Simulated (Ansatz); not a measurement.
# C₂H₄AlN: small, medium and large basis sets

The task here is to estimate one member of a computed series from the others.

Computed with Ansatz 0.2.0, Gaussian basis. Level: one geometry, several basis sets.

Plan: PBE0-D4/def2-SVP; ωB97M-V/def2-SVP; PBE0-D4/def2-QZVPP; ωB97M-V/def2-QZVPP; CCSD(T)/cc-pV(D+d)Z; CCSD(T)/cc-pV(T+d)Z; CCSD(T)/cc-pV(Q+d)Z; the functionals' def2-TZVPP values are taken from earlier runs.

## The geometry

All runs share one geometry, relaxed beforehand with PBE0-D4 in a triple-zeta def2 set.

SMILES `[CH3][AlH][C]#N`, 8 atoms, charge 0, spin multiplicity 1.

Atoms are counted from 1 here; the program's logs count them from 0.

Bond lengths: C1–Al2 1.935 Å, C1–H5 1.095 Å, C1–H6 1.095 Å, C1–H7 1.092 Å, Al2–C3 1.945 Å, Al2–H8 1.576 Å, C3–N4 1.154 Å. Angles: Al2–C1–H5 110.6°, Al2–C1–H6 110.7°, Al2–C1–H7 112.6°, H5–C1–H6 106.4°, H5–C1–H7 108.1°, H6–C1–H7 108.2°, C1–Al2–C3 118.2°, C1–Al2–H8 126.1°, C3–Al2–H8 115.6°, Al2–C3–N4 179.2°.

Set-up of the first run:

Contents of in.yaml:

```yaml
crystal:
  periodic: [false, false, false]
  atoms:
    - {symbol: C, position_ang: [-0.707874, 1.015090, -0.332234]}
    - {symbol: Al, position_ang: [-0.141820, -0.683210, 0.402636]}
    - {symbol: C, position_ang: [1.702925, -1.234826, 0.128559]}
    - {symbol: N, position_ang: [2.800827, -1.548158, -0.041198]}
    - {symbol: H, position_ang: [-1.527000, 0.873125, -1.044968]}
    - {symbol: H, position_ang: [-1.095091, 1.668742, 0.456176]}
    - {symbol: H, position_ang: [0.100435, 1.540503, -0.844232]}
    - {symbol: H, position_ang: [-1.040203, -1.688365, 1.219463]}
basis:
  gaussian: {orbitals: def2-SVP}
hamiltonian: {xc: pbe0, dispersion: d4}
output: {orbitals: {seedname: orbitals}}
```

Launch:

```
$ ansatz run in.yaml --threads 2 --pin off --events-out ev --progress --plain --max-ram 22528MiB --backend cpu
```

Steps of the session up to this table: PBE0-D4 in def2-SVP; ωB97M-V in def2-SVP; PBE0-D4 in def2-QZVPP; ωB97M-V in def2-QZVPP.

One of the session's tables, all rows but one given; the rest of the session is left out.

| functional | basis | HOMO (eV) | LUMO (eV) |
| --- | --- | --- | --- |
| PBE0-D4 | def2-SVP | ? | ? |
| PBE0-D4 | def2-TZVPP | -8.78 | -2.11 |
| PBE0-D4 | def2-QZVPP | -8.78 | -2.13 |
| ωB97M-V | def2-SVP | -10.91 | -0.28 |
| ωB97M-V | def2-TZVPP | -11.00 | -0.42 |
| ωB97M-V | def2-QZVPP | -11.01 | -0.50 |

Q: Estimate the row for PBE0-D4, def2-SVP from the others.

As computed: HOMO (eV): -8.71; LUMO (eV): -2.05. In the column «HOMO (eV)» it is the highest.
